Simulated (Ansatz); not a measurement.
# C2H4SiZn: up Jacob's ladder to CCSD(T)

The task here is to estimate one member of a computed series from the others.

The runs use Ansatz 0.2.0, Gaussian basis; functionals in def2-TZVPP, the program's frozen cores in correlated methods.

Levels to be run: PBE-D4, r2SCAN-D4, PBE0-D4, B3LYP-D4, ωB97X-V, ωB97M-V, B2PLYP; CCSD(T)/def2-TZVPP; MP2/def2-QZVPP; extrapolation to the limit.

## The geometry

All runs share one geometry, relaxed beforehand with PBE0-D4 in a triple-zeta def2 set.

SMILES `C=[C]1[SiH2][Zn]1`, 8 atoms, charge 0, spin multiplicity 1.

Atoms are counted from 1 here; the program's logs count them from 0.

Bond lengths: C1–C2 1.327 Å, C1–H5 1.089 Å, C1–H6 1.093 Å, C2–Si3 1.892 Å, C2–Zn4 2.017 Å, Si3–Zn4 2.379 Å, Si3–H7 1.492 Å, Si3–H8 1.503 Å. Angles: C2–C1–H5 122.2°, C2–C1–H6 122.6°, H5–C1–H6 115.3°, C1–C2–Si3 130.2°, C1–C2–Zn4 136.3°, Si3–C2–Zn4 74.9°, C2–Si3–Zn4 54.9°, C2–Si3–H7 108.3°, C2–Si3–H8 121.4°, Zn4–Si3–H7 98.9°, Zn4–Si3–H8 152.8°, H7–Si3–H8 107.0°, C2–Zn4–Si3 50.2°.

As a file:

```
atom    x (Å)    y (Å)    z (Å)
  C1  -0.9124   1.1993  -0.1542
  C2   0.2429   0.5688   0.0170
 Si3   0.6227  -1.2828   0.1081
 Zn4   1.9447   0.3282  -1.0390
  H5  -0.9727   2.2810  -0.2593
  H6  -1.8699   0.6736  -0.1873
  H7   1.5140  -1.5210   1.2806
  H8  -0.4772  -2.3043   0.1783
```

Set-up of the first run:

in.yaml reads:

```yaml
crystal:
  periodic: [false, false, false]
  atoms:
    - {symbol: C, position_ang: [-0.912430, 1.199297, -0.154236]}
    - {symbol: C, position_ang: [0.242874, 0.568796, 0.016959]}
    - {symbol: Si, position_ang: [0.622678, -1.282758, 0.108096]}
    - {symbol: Zn, position_ang: [1.944727, 0.328178, -1.038973]}
    - {symbol: H, position_ang: [-0.972667, 2.281046, -0.259346]}
    - {symbol: H, position_ang: [-1.869904, 0.673623, -0.187303]}
    - {symbol: H, position_ang: [1.513990, -1.521025, 1.280624]}
    - {symbol: H, position_ang: [-0.477167, -2.304256, 0.178278]}
basis:
  gaussian: {orbitals: def2-TZVPP}
hamiltonian: {xc: pbe, dispersion: d4}
output: {forces: true, orbitals: {seedname: orbitals}}
```

On the command line:

```bash
> ansatz run in.yaml --threads 4 --pin off --events-out ev --progress --plain --max-ram 10444MiB
```

Steps of the session up to this table: PBE-D4 (GGA); r2SCAN-D4 (meta-GGA); PBE0-D4 (hybrid); B3LYP-D4 (hybrid); ωB97X-V (range-separated); ωB97M-V (range-separated); B2PLYP (double hybrid); CCSD(T) in def2-TZVPP; MP2 in def2-QZVPP.

One table of the session follows, with a row left open; its other results are not shown here.

```
            method  atomisation energy (kJ/mol)
            PBE-D4                       2534.5
         r2SCAN-D4                       2493.2
           PBE0-D4                       2476.8
          B3LYP-D4                       2449.2
           ωB97X-V                       2447.2
           ωB97M-V                       2447.9
            B2PLYP                       2424.0
     HF/def2-TZVPP                       1697.9
    MP2/def2-TZVPP                       2426.4
   CCSD/def2-TZVPP                       2326.0
CCSD(T)/def2-TZVPP                       2388.0
           MP2/CBS                            ?
       CCSD(T)/CBS                       2452.2
```

Estimate the missing values for MP2/CBS.

The run gave: atomisation energy (kJ/mol): 2490.5. In the column «atomisation energy (kJ/mol)» it lies between PBE0-D4 (2476.8) and r2SCAN-D4 (2493.2).

Caveats from the session: Free atoms (2 C, 1 Si, 1 Zn, 4 H) were run apart at each level; the atomisation energy is their sum less the molecule, without zero-point or spin-orbit terms.
